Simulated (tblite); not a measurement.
# C5H11F2S2: the cost of one run

Computed with tblite 0.8.0 and PySCF 2.14.0; each step states its level. No surroundings beyond the atoms listed, unless a continuum is named. Atoms count from 0, parts from 1.

## 1. The system as given

20 atoms, charge -1, multiplicity 1; geometry: rigid parts in contact. Parts: 1 = atoms 0–15, `CCS/C=C(\C)[S-]`, charge -1; 2 = atoms 16–17, `F`, charge 0; 3 = atoms 18–19, `F`, charge 0.

## 2. Docking the parts with GFN2-xTB

Job settings and geometry (Å):

```
{"job": {"kind": "dock", "xc": "GFN2-xTB", "basis": "xTB"}, "charge": -1, "multiplicity": 1, "parts": [{"atoms": "0-15", "charge": -1, "multiplicity": 1}, {"atoms": "16-17", "charge": 0, "multiplicity": 1}, {"atoms": "18-19", "charge": 0, "multiplicity": 1}]}
C     -1.767138    -0.204537    -0.628439
C     -1.785341     0.571176     0.672662
S     -0.252300     0.269052     1.646135
C      0.927501     1.005734     0.556436
C      1.762819     0.320918    -0.244026
C      1.784177    -1.185432    -0.307046
S      2.905295     1.166648    -1.211174
H     -2.638419     0.031269    -1.238490
H     -0.872297     0.050019    -1.194277
H     -1.752234    -1.273747    -0.427894
H     -1.826332     1.646011     0.490341
H     -2.611798     0.273284     1.319620
H      0.952537     2.084859     0.602790
H      2.759735    -1.522757     0.057959
H      1.660248    -1.500044    -1.346878
H      0.991911    -1.614951     0.311012
F      3.122075     0.532309    -4.070104
H      3.047028     0.756861    -3.115914
F      2.710746    -4.208015    -0.795627
H      2.558684    -3.277151    -0.778360
```

Level: GFN2-xTB search for minima from random contacts, gas phase.

Launch:

```console
$ OMP_NUM_THREADS=1 python cluster_run.py task.json out
```

The driver reads the jobs from task.json and runs them one after another.

Q: Estimate the wall time of this first job on 1 thread of Arm Neoverse V1, shared host.

About 8.7 s.
